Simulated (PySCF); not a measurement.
# C5H4FN: the cost of one run

The runs use PySCF 2.14.0, with density-fitted response routines of our own; the level of theory stands in each step. All values are computed, except where a source is named. Atoms count from 0, in the outputs and in this text.

## (1) The starting structure

11 atoms, charge 0, multiplicity 1; geometry from: GFN2-xTB. The atoms were then displaced at random by about 0.01 Å, so the start is not that level's minimum.

Bonds of the start (Å): C0–C1 1.23, C1–C2 1.47, C2–C3 1.45, C3–N4 1.14, C2–C5 1.52, C5–F6 1.37, C0–H7 1.02, C2–H8 1.08, C5–H9 1.09, C5–H10 1.11.

## (2) Relaxing the molecule at PBE0-D3(BJ)/def2-SVP

What the job is given:

```
{"job": {"xc": "PBE0", "basis": "def2-SVP", "d3": "d3bj", "grid": 1, "shake": 0.01, "kind": "geom"}, "charge": 0, "multiplicity": 1}
C      1.988180    -0.980500     0.906810
C      1.129490    -0.336350     0.310750
C      0.064670     0.399820    -0.387610
C     -0.127310     1.650480     0.317020
N     -0.355630     2.618290     0.868940
C     -1.220860    -0.411350    -0.450900
F     -1.053490    -1.460950    -1.319700
H      2.726200    -1.494300     1.398540
H      0.410720     0.637540    -1.383100
H     -2.045820     0.196010    -0.813700
H     -1.478040    -0.844530     0.537300
```

On the command line:

```sh
$ OMP_NUM_THREADS=1 python probes_run.py task.json out
```

One launch serves the whole session: the jobs run in the order shown.

**Question.** How long does this first job take on 1 thread of Arm Neoverse V2, shared host, and how much memory does it need?

About 39 s, with a peak of 0.51 GiB.
